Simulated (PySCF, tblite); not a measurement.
**C₃H₉N₃SSi₃: geometry, infrared bands and NMR shifts**

Aim: predict the infrared bands and NMR shifts of C₃H₉N₃SSi₃ (`CS[Si](N)([SiH2]C#N)[SiH2]C#N`).

Computed with tblite 0.8.0 and PySCF 2.14.0, with density-fitted response routines of our own, on a single molecule in the gas phase. Atoms are numbered from 0 throughout.

### 1 Starting geometry

19 atoms, charge 0, multiplicity 1; geometry from: force field or distance geometry start.

Bonds of the start (Å): C0–S1 1.81, S1–Si2 2.14, Si2–N3 1.77, Si2–Si4 2.24, Si4–C5 1.83, C5–N6 1.17, Si2–Si7 2.24, Si7–C8 1.82, C8–N9 1.16, C0–H10 1.10, C0–H11 1.11, C0–H12 1.10, N3–H13 1.05, N3–H14 1.05, Si4–H15 1.48, Si4–H16 1.47, Si7–H17 1.46, Si7–H18 1.49.

### 2 Optimising the geometry with GFN2-xTB

The job: settings as JSON, then the geometry in Å.

```
{"job": {"kind": "relax", "xc": "GFN2-xTB", "basis": "xTB"}, "charge": 0, "multiplicity": 1}
C      3.061400    -0.564800     0.621600
S      1.497900     0.000500     1.347400
Si    -0.040900    -0.184300    -0.125400
N      0.255400    -1.494100    -1.276900
Si    -0.132800     1.827900    -1.096500
C     -0.893800     2.951500     0.135800
N     -1.379700     3.656000     0.930800
Si    -1.959700    -0.381400     1.011400
C     -3.019900    -1.490800     0.040700
N     -3.720700    -2.181600    -0.566400
H      3.914400    -0.100900     1.148300
H      3.063600    -1.673900     0.707400
H      3.032400    -0.273300    -0.440300
H      0.988400    -2.136400    -0.899500
H     -0.627800    -2.057700    -1.365700
H      1.221900     2.299900    -1.457800
H     -1.059900     1.847100    -2.233400
H     -2.568300     0.938700     1.168900
H     -1.641700    -0.973300     2.342100
```

On the command line:

```sh
OMP_NUM_THREADS=1 python probes_run.py task.json out
```

One launch serves the whole session: the jobs run in the order shown.

**Question.** This job is followed by: GFN2-xTB harmonic vibrations, gas phase; GIAO PBE0/pcSseg-1 NMR shielding, non-relativistic, gas phase. Predict these results of the whole session: strongest single infrared mode (GFN2-xTB); zero-point energy (GFN2-xTB); 13C shifts against TMS (PBE0/pcSseg-1, means over atoms taken as alike); 1H shifts against TMS (PBE0/pcSseg-1, means over atoms taken as alike); 33S shifts against CS2 (PBE0/pcSseg-1); 29Si shifts against TMS (PBE0/pcSseg-1, means over atoms taken as alike); 15N shifts against NH3 (PBE0/pcSseg-1, means over atoms taken as alike).

The runs gave:

```
                                                                quantity                       value
                               strongest single infrared mode (GFN2-xTB)       2236 cm⁻¹, 367 km/mol
                                            zero-point energy (GFN2-xTB)               71.6 kcal/mol
 13C shifts against TMS (PBE0/pcSseg-1, means over atoms taken as alike)             122.8, 13.7 ppm
  1H shifts against TMS (PBE0/pcSseg-1, means over atoms taken as alike)  4.50, 4.28, 2.39, 0.52 ppm
                                  33S shifts against CS2 (PBE0/pcSseg-1)                    -146 ppm
29Si shifts against TMS (PBE0/pcSseg-1, means over atoms taken as alike)             0.9, -110.7 ppm
 15N shifts against NH3 (PBE0/pcSseg-1, means over atoms taken as alike)             371.3, 22.8 ppm
```

The optimisation took 161 steps and gained 0.842 eV; among the close pairs (by a distance rule), Si2–Si4 changed most, from 2.236 to 2.343 Å. The lowest mode is slightly imaginary (3i cm⁻¹), a soft motion within the noise of the Hessian, so the minimum is not strictly shown. GFN2-xTB is a fitted tight-binding method: band positions and strengths are rough. Its intensities can rank the bands wrongly. C5, C8 (mean) (nitrile carbon) lies farthest downfield among carbon, at 122.8 ppm; C≡N carbons fall here, among the sp2 signals but without a proton. At PBE0/pcSseg-1: The widest tensor belongs to N6, N9: span 599 ppm, with a paramagnetic part of -441 ppm.
